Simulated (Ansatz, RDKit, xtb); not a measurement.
**Isomers of C4H3BCl2, a sample narrowed down**

A sample of isomers of C4H3BCl2 is drawn. Aim: find which of them has the lowest free energy at 298.15 K, then its properties. The sample is small against all isomers, and the most stable one of this formula need not be in it.

The funnel: GFN2-xTB relaxations, single points with a density functional, relaxations at PBE0-D3(BJ)/def2-SVP, harmonic vibrations (at GFN2-xTB), and a last energy at a higher level. All values are calculated.

## (1) Possible bonding patterns

Isomers were taken from a list of plausible structures; this is a sample, not all of them. That gives 6 candidates.

```tsv
label	SMILES	spin
c054	ClC1=CBC=C1Cl	singlet
c219	ClC1=CC=C(Cl)B1	singlet
c270	ClB1C=CC=C1Cl	singlet
c307	ClC1=CC(Cl)=CB1	singlet
c694	ClC1=C(Cl)C=CB1	singlet
c795	ClB1C=CC(Cl)=C1	singlet
```

Candidates are built by distance geometry, with a force field where one applies, in up to four conformers (letters a to d).

**Question.** With final energies at CCSD(T)/def2-SVP + MP2/def2-TZVPP - MP2/def2-SVP, which structure will this search put lowest in free energy, and by what margin?

| quantity | value |
| --- | --- |
| lowest structure found | ClB1C=CC(Cl)=C1, singlet |
| next finalist | ClB1C=CC=C1Cl, singlet, 2.9 kcal/mol higher in G |
| share at equilibrium, among the finalists | 99.3 % |

The lowest structure found is `ClB1C=CC(Cl)=C1`. The margin, 2.9 kcal/mol, is modest. r2SCAN-D4/def2-SVP, PBE0-D3(BJ)/def2-SVP, HF/def2-SVP and MP2/def2-SVP already put its bonding pattern lowest among the structures in one piece. Lowest found is not proven lowest: the search is finite, and each finalist counts with one conformer. Only 6 drawn patterns were tried, so whole families of isomers are missing, and the result ranks this sample alone.
